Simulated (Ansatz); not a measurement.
# YbSn₃, space group Pm-3m: a convergence test of the k-point mesh

With Ansatz's Python interface.

Typed at the interpreter:
```pycon
>>> import ansatz as az
>>> config = {
...     "occupations": "methfessel_paxton",
...     "smearing_width": 0.05,
...     "cutoff": 420,
... }
>>> cell = (
...     az.Lattice.of((4.861, 0.0, 0.0), (0.0, 4.861, 0.0), (0.0, 0.0, 4.861))
...     .atom("Yb", (0.0, 0.0, 0.0))
...     .atom("Sn", (0.0, 0.5, 0.5))
...     .atom("Sn", (0.5, 0.0, 0.5))
...     .atom("Sn", (0.5, 0.5, 0.0))
... )
>>> len(cell.resolved().sites)
4
>>> calculation = (
...     cell.calculation()
...     .functional(az.Functional.PBESOL)
...     .occupations(config["occupations"], width=config["smearing_width"])
...     .accuracy("low")
...     .basis(config["cutoff"], density_ratio=4)
...     .stress()
... )
>>> rows = []
>>> for value in [(2, 2, 2), (3, 3, 3), (4, 4, 4), (5, 5, 5), (6, 6, 6)]:
...     summary = calculation.kpoints(mesh=value).run(threads=1).report
...     rows.append((value, summary["free_energy_ev"] / len(summary["lattice"]["sites"]), summary["n_iterations"], sum(summary["stress_gpa"][i][i] for i in range(3)) / 3, summary["n_kpoints"]))
...

>>> print("        mesh   F/atom (eV)    iterations       P (GPa)      k-points")
        mesh   F/atom (eV)    iterations       P (GPa)      k-points
>>> for row in rows:
...     print(f"{str(row[0]):>12s}  {row[1]:12.5f}  {row[2]:12d}  {row[3]:12.3f}  {row[4]:12d}")
...
   (2, 2, 2)   -7881.54942             8        -4.514             4
   (3, 3, 3)   -7881.90827             9        -7.188             4
   (4, 4, 4)   -7881.85076             8        -5.894            10
   (5, 5, 5)   -7881.83836             9        -5.932            10
   (6, 6, 6)   -7881.87009             8        -5.859            20
>>> # differences from the last row
>>> for row in rows[:-1]:
...     shift = 1000 * (row[1] - rows[-1][1])
...     print(f"{row[0]}: {shift:+.2f} meV/atom" + ("  (within 1 meV)" if abs(shift) < 1 else ""))
...
(2, 2, 2): +320.67 meV/atom
(3, 3, 3): -38.18 meV/atom
(4, 4, 4): +19.33 meV/atom
(5, 5, 5): +31.73 meV/atom
```

Semilocal functionals put the nearly full 4f shell of Yb too close to the Fermi level. Pressure is positive in compression. At these settings the cell as given stands under about -6 GPa, so it isn't at this functional's equilibrium volume. The structure is a deposited one; some such entries were measured under pressure or heat, so a shift against it needn't be the functional's error alone. Shifts are counted from the finest mesh, which is itself no proven limit. It ran for 11 s on 1 thread of AMD EPYC 7B13 (Zen 3), on a shared host, peak memory 0.48 GiB.

(Lines on the test bed's own set-up are left out of the output.)
